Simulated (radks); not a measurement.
# Ne⁴⁺ in [He] 2s2 2p2: an all-electron calculation

The task here is to estimate one member of a computed series from the others.

The numbers are computed with radks (a radial shooting solver on a logarithmic mesh, Libxc functionals) version 1 (non-relativistic Kohn-Sham, LDA (Slater exchange, Perdew-Wang correlation), spin-polarised, spherical densities, point nucleus; open shells are filled with parallel spins first), except any that are marked as measured or tabulated.

### The atom as given

```
element       : neon (Z = 10)
charge        : +4
electrons     : 6
configuration : [He] 2s2 2p2
```

Outer shells as boxes (Hund's rule):

Ne⁴⁺
```
[He] core
2s [↑↓]
2p [↑ ][↑ ][  ]
```

The first run:

Input:

```text
Z 10
configuration [He] 2s2 2p2
relativity non-relativistic
functional lda,pw
spin polarised
nucleus point
```

Run with:

```bash
$ python run_ks.py task.json out
```

The same process makes all the runs of this session.

Among the steps run: Self-consistent calculation.

One of the session's tables, all rows but one given; the rest of the session is left out.

It belongs to the step «Orbitals and density». Sizes of the orbitals, from the radial functions (bohr):

```
  level     <r>  outermost maximum (interpolated)  90 % within
  1s up  0.1588                             0.103        0.284
1s down  0.1583                             0.103        0.283
  2s up  0.7627                             0.631         1.18
2s down  0.7762                             0.638         1.21
  2p up       ?                                 ?            ?
2p down  0.7191                             0.542         1.19
```

Estimate the missing values for 2p up.

The run gave: <r>: 0.7001; outermost maximum (interpolated): 0.533; 90 % within: 1.15. In the column «<r>» it lies between 1s up (0.1588) and 2p down (0.7191).

Limits of these values: Open shells are spherical and high-spin; term and fine-structure splittings are not resolved.
